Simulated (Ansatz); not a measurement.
# AlGaH+ (triplet): the correlation ladder, 6-31G

One table from this session's results is given with a row withheld; the runs are named, their logs left out.

Computed with Ansatz 0.2.0, Gaussian basis. Level: 6-31G, core rule «outside noble gas», up to 19 orbitals frozen.

The runs, in order: UHF; CCSD(T) on ROHF; CCSD(T) on UHF; BCCD(T) on ROHF; CISD; CCSDT(Q) on ROHF; CCSDT(Q) on UHF; CISDTQ; CASSCF and MRCISD+Q, 6 electrons in 9 orbitals; CASSCF and NEVPT2, 6 electrons in 9 orbitals; Full CI; Full CI in the symmetry of the determinant.

15 further runs of the same task are left out: 5 that didn't finish, 10 set aside as unsound or not needed.

## What is computed

The geometry is a PBE0/def2-TZVP stationary point (not a proven minimum) of the parent state, kept for this charge and spin. No spin-orbit coupling is included. The filled d shell of Ga may be among the frozen orbitals whatever the setting's name suggests; the logs give the count.

3 atoms, charge 1, spin multiplicity 3.

Atoms are counted from 1 here; the program's logs count them from 0.

Bond lengths: Al1–Ga2 2.344 Å, Al1–H3 1.582 Å. Angles: Ga2–Al1–H3 180.0°.

Geometry (Å):

```xyz
3

Al    0.0000    0.0000    0.2539
Ga    0.0000    0.0000   -2.0897
H     0.0000    0.0000    1.8358
```

Set-up of the first run:

The input, in.yaml:

```yaml
crystal:
  periodic: [false, false, false]
  atoms:
    - {symbol: Al, position_ang: [0.000000, 0.000000, 0.253900]}
    - {symbol: Ga, position_ang: [0.000000, 0.000000, -2.089700]}
    - {symbol: H, position_ang: [0.000000, 0.000000, 1.835800]}
basis:
  gaussian: {orbitals: 6-31G}
total_charge: 1
magnetization: {spin_polarized: true, initial_magnetization: 2}
hamiltonian: {xc: hf}
output: {orbitals: {seedname: orbitals}}
```

Command:

```sh
$ ansatz run in.yaml --threads 1 --pin off --events-out ev --progress --plain --max-ram 2393MiB
```

Among the steps run: UHF; CCSD(T) on ROHF; CCSD(T) on UHF; BCCD(T) on ROHF; CISD; CCSDT(Q) on ROHF; CCSDT(Q) on UHF; CISDTQ; CASSCF and MRCISD+Q, 6 electrons in 9 orbitals; CASSCF and NEVPT2, 6 electrons in 9 orbitals; Full CI; Full CI in the symmetry of the determinant.

One of the session's tables, all rows but one given; the rest of the session is left out.

```
          method  from FCI (kJ/mol)
            ROHF             +168.7
             UHF             +162.1
            RMP2              +61.0
            UMP2                  ?
           RCCSD               +5.7
           UCCSD               +4.8
        RCCSD(T)               +2.0
        UCCSD(T)               +1.4
         BCCD(T)               +1.8
          RCCSDT               +0.1
          UCCSDT               -0.4
       RCCSDT(Q)                0.0
       UCCSDT(Q)               -0.5
  CASSCF valence              +28.0
  NEVPT2 valence               +7.6
  MRCISD valence               +0.4
MRCISD+Q valence               +0.2
             FCI                  0
```

Estimate the missing values for UMP2.

**Answer.** from FCI (kJ/mol): +58.9. In the column «from FCI (kJ/mol)» it lies between CASSCF valence (+28.0) and RMP2 (+61.0).

Among the levels timed on like hardware and quicker than the yardstick, those that no quicker one beats, quickest first: BCCD(T) (1.9 s, +1.8 kJ/mol); UCCSD(T) (2.8 s, +1.4 kJ/mol); RCCSDT(Q) (3.9 s, 0.0 kJ/mol).

Not comparable, so not listed: CISD; CISDTQ (they don't share determinant, frozen orbitals or solution with the rows shown, or repeat one).

To keep in mind: The yardstick is full CI for this spin, exact in this basis with these frozen cores. UCCSDT, UCCSDT(Q) fall below full CI: unrestricted runs freeze a spin-polarised core, another one than full CI's, and coupled cluster isn't variational. Of the multireference levels listed MRCISD+Q valence comes nearest in total energy (+0.2 kJ/mol), which doesn't show that its space is the better one. Levels on UHF freeze UHF's core orbitals, full CI those of ROHF, so the U rows can settle a little off it for that reason alone. Restricted and unrestricted rows rest on different reference determinants; where their highest levels disagree by more than a few hundredths of an eV, they describe different states and don't form one ladder.
